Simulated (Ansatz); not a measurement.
# Zr: the crystal squeezed far

An exercise on one series of results from a longer session: the logs are not shown, and one member is left open.

Program: Ansatz 0.2.0. Level of theory: DFT PBE, with the methods named in each step. These are calculated values, not measurements.

2 further runs of the same task are left out: 2 that didn't finish.

## The system as given

It takes space group P6_3/mmc (No. 194, hexagonal). Conventional cell: a = 3.219 Å, b = 3.219 Å, c = 5.215 Å, α = 90.00°, β = 90.00°, γ = 120.00°. Zr (site symmetry -6m2) has 12 Zr at 3.20 to 3.22 Å as nearest neighbours.

As a file:

```cif
data_structure
_symmetry_space_group_name_H-M 'P6_3/mmc'
_symmetry_Int_Tables_number 194
_cell_length_a 3.2192
_cell_length_b 3.2192
_cell_length_c 5.2151
_cell_angle_alpha 90.000
_cell_angle_beta 90.000
_cell_angle_gamma 120.000
_cell_volume 46.80
loop_
_atom_site_label
_atom_site_type_symbol
_atom_site_symmetry_multiplicity
_atom_site_Wyckoff_symbol
_atom_site_fract_x
_atom_site_fract_y
_atom_site_fract_z
_atom_site_occupancy
Zr1 Zr 2 c 0.33333 0.66667 0.25000 1
```

The file gives the conventional cell by its symmetry; the runs use the cell typed in the input.

Whether this phase is the stable one at these pressures isn't tested.

Atoms are numbered in the order of the input: Zr1, Zr2.

Set-up of the first run:

The input, input.yaml:

```yaml
crystal:
  lattice:
    - [3.2191838095, 0.0, 0.0]
    - [-1.6095919048, 2.7878949585, 0.0]
    - [0.0, 0.0, 5.2150777714]
  atoms:
    - { symbol: Zr, position: [0.3333333333, 0.6666666667, 0.25] }
    - { symbol: Zr, position: [0.6666666667, 0.3333333333, 0.75] }
kpoints:
  mp_grid: { grid: [15, 15, 8] }
scf:
  occupations: { method: fermi_dirac, width: 0.05 }
hamiltonian:
  xc: pbe
  pseudopotentials: { kind: paw }
output:
  forces: true
  stress: true
  write_density: true
  write_potential: true
  elf: true
  volumetric_format: npy
relax:
  f_tol: 0.005
  max_steps: 40
  cell: {}
```

Started as:

```bash
> ansatz run input.yaml --threads 1 --pin off --max-ram 2048MiB --backend cpu --events-out ev --progress --plain --runs-dir out
```

Steps of the session up to this table: Cell relaxed at zero pressure, PAW; Volume scaled by 1, PAW; Shape and atoms relaxed at 0.92 of the volume, PAW; Volume scaled by 0.92, PAW; Shape and atoms relaxed at 0.84 of the volume, PAW; Volume scaled by 0.84, PAW; Shape and atoms relaxed at 0.76 of the volume, PAW; Volume scaled by 0.76, PAW; Shape and atoms relaxed at 0.68 of the volume, PAW; Volume scaled by 0.68, PAW; Shape and atoms relaxed at 0.6 of the volume, PAW; Volume scaled by 0.6, PAW; Shape and atoms relaxed at 0.52 of the volume, PAW; Volume scaled by 0.52, PAW; Shape and atoms relaxed at 0.45 of the volume, PAW; Volume scaled by 0.45, PAW; Volume scaled by 0.45, PAW (core large).

One of the session's tables, all rows but one given; the rest of the session is left out.

 The rows PAW, 0.45 and PAW (core large), 0.45 agree to the last digit and may rest on the same set-up.

| method | volume over the first | volume (Å³/atom) | pressure (GPa) |
| --- | --- | --- | --- |
| PAW | 1 | 23.385 | 0.00 |
| PAW | 0.92 | 21.514 | 8.85 |
| PAW | 0.84 | 19.644 | 21.01 |
| PAW | 0.76 | 17.773 | 38.57 |
| PAW | 0.68 | ? | ? |
| PAW | 0.6 | 14.031 | 103.60 |
| PAW | 0.52 | 12.160 | 170.44 |
| PAW | 0.45 | 10.523 | 271.37 |
| PAW (core large) | 0.45 | 10.523 | 271.37 |

Q: Estimate the row for PAW, 0.68 from the others.

The run gave: volume (Å³/atom): 15.902; pressure (GPa): 63.40. In the column «volume (Å³/atom)» it lies between PAW, 0.6 (14.031) and PAW, 0.76 (17.773).

Caveats from the session: Warnings in the runs' records: datasets by core.
